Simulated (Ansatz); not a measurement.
# Sb2Se3 (Antimonselite): the cost of one run

Computed with Ansatz 0.2.0 (DFT PBE+D3(BJ), scalar-relativistic, plane waves, PAW, unless a step's input says otherwise).

### 1 The system as given

It takes space group Pnma (No. 62, orthorhombic). Conventional cell: a = 11.770 Å, b = 3.962 Å, c = 11.620 Å, α = 90.00°, β = 90.00°, γ = 90.00°. Sb (site symmetry m) has 3 Se at 2.66 Å as nearest neighbours. Sb (site symmetry m) has 3 Se at 2.58 to 2.78 Å as nearest neighbours. Se (site symmetry m) has 1 Sb at 2.58 Å as nearest neighbours. Around Se (site symmetry m) lie 2 Sb at 2.66 Å. Around Se (site symmetry m) lie 3 Sb at 2.66 to 2.78 Å.

As a file:

```cif
data_structure
_symmetry_space_group_name_H-M 'P 1'
_symmetry_Int_Tables_number 1
_cell_length_a 11.7700
_cell_length_b 3.9620
_cell_length_c 11.6200
_cell_angle_alpha 90.000
_cell_angle_beta 90.000
_cell_angle_gamma 90.000
_cell_volume 541.87
loop_
_atom_site_label
_atom_site_type_symbol
_atom_site_fract_x
_atom_site_fract_y
_atom_site_fract_z
_atom_site_occupancy
Sb1 Sb 0.03050 0.25000 0.32800 1
Sb2 Sb 0.96950 0.75000 0.67200 1
Sb3 Sb 0.46950 0.75000 0.82800 1
Sb4 Sb 0.53050 0.25000 0.17200 1
Sb5 Sb 0.14780 0.75000 0.03970 1
Sb6 Sb 0.85220 0.25000 0.96030 1
Sb7 Sb 0.35220 0.25000 0.53970 1
Sb8 Sb 0.64780 0.75000 0.46030 1
Se1 Se 0.05340 0.25000 0.87320 1
Se2 Se 0.94660 0.75000 0.12680 1
Se3 Se 0.44660 0.75000 0.37320 1
Se4 Se 0.55340 0.25000 0.62680 1
Se5 Se 0.13020 0.75000 0.44340 1
Se6 Se 0.86980 0.25000 0.55660 1
Se7 Se 0.36980 0.25000 0.94340 1
Se8 Se 0.63020 0.75000 0.05660 1
Se9 Se 0.21320 0.25000 0.19350 1
Se10 Se 0.78680 0.75000 0.80650 1
Se11 Se 0.28680 0.75000 0.69350 1
Se12 Se 0.71320 0.25000 0.30650 1
```

Source of the structure: the Crystallography Open Database.

(A quick probe on a coarse mesh, which set the mesh and smearing, is not shown.)

### 3 Full relaxation

input.yaml

```yaml
crystal:
  lattice:
    - [11.77, 0.0, 0.0]
    - [0.0, 3.962, 0.0]
    - [0.0, 0.0, 11.62]
  atoms:
    - { symbol: Sb, position: [0.0305, 0.25, 0.328] }
    - { symbol: Sb, position: [0.9695, 0.75, 0.672] }
    - { symbol: Sb, position: [0.4695, 0.75, 0.828] }
    - { symbol: Sb, position: [0.5305, 0.25, 0.172] }
    - { symbol: Sb, position: [0.1478, 0.75, 0.0397] }
    - { symbol: Sb, position: [0.8522, 0.25, 0.9603] }
    - { symbol: Sb, position: [0.3522, 0.25, 0.5397] }
    - { symbol: Sb, position: [0.6478, 0.75, 0.4603] }
    - { symbol: Se, position: [0.0534, 0.25, 0.8732] }
    - { symbol: Se, position: [0.9466, 0.75, 0.1268] }
    - { symbol: Se, position: [0.4466, 0.75, 0.3732] }
    - { symbol: Se, position: [0.5534, 0.25, 0.6268] }
    - { symbol: Se, position: [0.1302, 0.75, 0.4434] }
    - { symbol: Se, position: [0.8698, 0.25, 0.5566] }
    - { symbol: Se, position: [0.3698, 0.25, 0.9434] }
    - { symbol: Se, position: [0.6302, 0.75, 0.0566] }
    - { symbol: Se, position: [0.2132, 0.25, 0.1935] }
    - { symbol: Se, position: [0.7868, 0.75, 0.8065] }
    - { symbol: Se, position: [0.2868, 0.75, 0.6935] }
    - { symbol: Se, position: [0.7132, 0.25, 0.3065] }
basis:
  ecutwfc: 420
kpoints:
  mp_grid: { grid: [4, 8, 4] }
hamiltonian:
  xc: pbe
  dispersion: d3bj
scf:
  occupations: { method: gaussian, width: 0.02 }
output:
  forces: true
  stress: true
  eigenvalues: true
relax:
  adjacent_minimum: "off"
  f_tol: 0.005
  max_steps: 80
  cell: { stress_tol: 0.05 }
```

Started as:

```bash
$ ansatz run input.yaml --threads 4 --pin off --max-ram 10240MiB --backend cpu --events-out ev --progress --plain --runs-dir out
```

Q: Estimate wall time and peak memory on 4 threads of Intel Xeon Platinum 8259CL at 2.50GHz (Skylake/Cascade Lake), shared host.

About 23 min, with a peak of 4.3 GiB.
